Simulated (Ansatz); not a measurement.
# B2HRu3: the cost of one run

Computed, not measured: Ansatz 0.2.0, DFT, LDA, spin-orbit coupling, plane waves, PAW.

### Step 1. Geometry

It takes space group P6/mmm (No. 191, hexagonal). Conventional cell: a = 4.960 Å, b = 4.960 Å, c = 2.755 Å, α = 90.00°, β = 90.00°, γ = 120.00°. Ru (site symmetry mmm) has 4 B at 1.99 Å and 6 Ru at 2.48 to 2.75 Å and 4 H at 2.84 Å as nearest neighbours. Around B (site symmetry -6m2) lie 6 Ru at 1.99 Å. H (site symmetry 6/mmm) has 2 H at 2.75 Å and 12 Ru at 2.84 Å and 6 B at 2.86 Å as nearest neighbours.

The coordinates stand in the input below.

It starts from an earlier solution of the starting cell (checkpoint.read).

### Step 2. Relaxing

File input.yaml:

```yaml
crystal:
  lattice:
    - [4.96033363, 0.0, 0.0]
    - [-2.48016631, 4.29577574, 0.0]
    - [0.0, 0.0, 2.75474399]
  atoms:
    - { symbol: Ru, position: [0.5, 0.0, 0.5], spin: 2, spin_axis: [1.0, 0.0, 0.0] }
    - { symbol: Ru, position: [0.5, 0.5, 0.5], spin: 2, spin_axis: [1.0, 0.0, 0.0] }
    - { symbol: Ru, position: [0.0, 0.5, 0.5], spin: 2, spin_axis: [1.0, 0.0, 0.0] }
    - { symbol: B, position: [0.3333, 0.6667, 0.0] }
    - { symbol: B, position: [0.6666, 0.3333, 0.0] }
    - { symbol: H, position: [0.0, 0.0, 0.0] }
kpoints:
  mp_grid: { grid: [4, 4, 7], shift: [0, 0, 0] }
magnetization:
  noncollinear: true
  spin_orbit: true
scf:
  occupations: { method: gaussian, width: 0.0218 }
  lower_state_search: "off"
hamiltonian:
  pseudopotentials: { kind: paw_fr }
  xc: lda
basis:
  ecutwfc: 420
  fft_grid_basis: typed
relax:
  max_steps: 80
  cell: { p_target: 0.0 }
  f_tol: 0.03
output:
  forces: true
  stress: true
  eigenvalues: true
  bader: true
  populations: true
  elf: true
  write_potential: true
  volumetric_format: npy
  dos:
    e_range: [-12, 8]
    de: 0.05
    projected: { site_lists: { B: [B], H: [H], Ru: [Ru] } }
    method: { smearing: { sigma: 0.1, scheme: gaussian } }
  write_density: true
checkpoint:
  read: saved_state
```

Started as:

```
> ansatz run input.yaml --threads 2 --pin off --max-ram 3584MiB --backend cpu --events-out ev --progress --plain --runs-dir out
```

Q: Estimate wall time and peak memory on 2 threads of Arm Neoverse V2, shared host.

About 21 min, with a peak of 1.2 GiB.
